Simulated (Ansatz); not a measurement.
# Sn3Se2: the cost of one run

Method: DFT PBE, scalar-relativistic, plane waves, PAW, in Ansatz 0.2.0.

**1. Starting point**

It takes space group R-3c (No. 167, trigonal). Conventional cell: a = 6.940 Å, b = 6.940 Å, c = 18.949 Å, α = 90.00°, β = 90.00°, γ = 120.00°. Sn (site symmetry 2) has 4 Se at 2.70 to 2.88 Å as nearest neighbours. Se (site symmetry 3) is surrounded by 6 Sn at 2.70 to 2.88 Å.

Coordinates:

```cif
data_structure
_symmetry_space_group_name_H-M 'P 1'
_symmetry_Int_Tables_number 1
_cell_length_a 7.4802
_cell_length_b 7.4802
_cell_length_c 7.4802
_cell_angle_alpha 55.281
_cell_angle_beta 55.281
_cell_angle_gamma 55.281
_cell_volume 263.50
loop_
_atom_site_label
_atom_site_type_symbol
_atom_site_fract_x
_atom_site_fract_y
_atom_site_fract_z
_atom_site_occupancy
Sn1 Sn 0.05625 0.44375 0.75000 1
Sn2 Sn 0.75000 0.05625 0.44375 1
Sn3 Sn 0.44375 0.75000 0.05625 1
Sn4 Sn 0.94375 0.55625 0.25000 1
Sn5 Sn 0.25000 0.94375 0.55625 1
Sn6 Sn 0.55625 0.25000 0.94375 1
Se1 Se 0.85218 0.85218 0.85218 1
Se2 Se 0.64782 0.64782 0.64782 1
Se3 Se 0.14782 0.14782 0.14782 1
Se4 Se 0.35218 0.35218 0.35218 1
```

(A quick probe on a coarse mesh, which set the mesh and smearing, is not shown.)

**3. Coarse relaxation**

Contents of input.yaml:

```yaml
crystal:
  lattice:
    - [3.4702385758, 2.0035431759, 6.3163553358]
    - [-3.4702385758, 2.0035431759, 6.3163553358]
    - [0.0, -4.0070863518, 6.3163553358]
  atoms:
    - { symbol: Sn, position: [0.05625, 0.44375, 0.75] }
    - { symbol: Sn, position: [0.75, 0.05625, 0.44375] }
    - { symbol: Sn, position: [0.44375, 0.75, 0.05625] }
    - { symbol: Sn, position: [0.94375, 0.55625, 0.25] }
    - { symbol: Sn, position: [0.25, 0.94375, 0.55625] }
    - { symbol: Sn, position: [0.55625, 0.25, 0.94375] }
    - { symbol: Se, position: [0.85218, 0.85218, 0.85218] }
    - { symbol: Se, position: [0.64782, 0.64782, 0.64782] }
    - { symbol: Se, position: [0.14782, 0.14782, 0.14782] }
    - { symbol: Se, position: [0.35218, 0.35218, 0.35218] }
basis:
  ecutwfc: 420
kpoints:
  mp_grid: { grid: [3, 3, 3] }
hamiltonian:
  xc: pbe
scf:
  occupations: { method: gaussian, width: 0.1 }
  lower_state_search: "off"
output:
  forces: true
  stress: true
  eigenvalues: true
relax:
  adjacent_minimum: "off"
  f_tol: 0.04
  max_steps: 70
  cell: { stress_tol: 0.4 }
```

On the command line:

```console
$ ansatz run input.yaml --threads 1 --pin off --max-ram 2560MiB --backend cpu --events-out ev --progress --plain --runs-dir out
```

**Question.** How long does this run take on 1 thread of Intel Xeon Platinum 8488C (Sapphire Rapids), shared host, and how much memory does it need?

About 3.3 min, with a peak of 0.72 GiB.
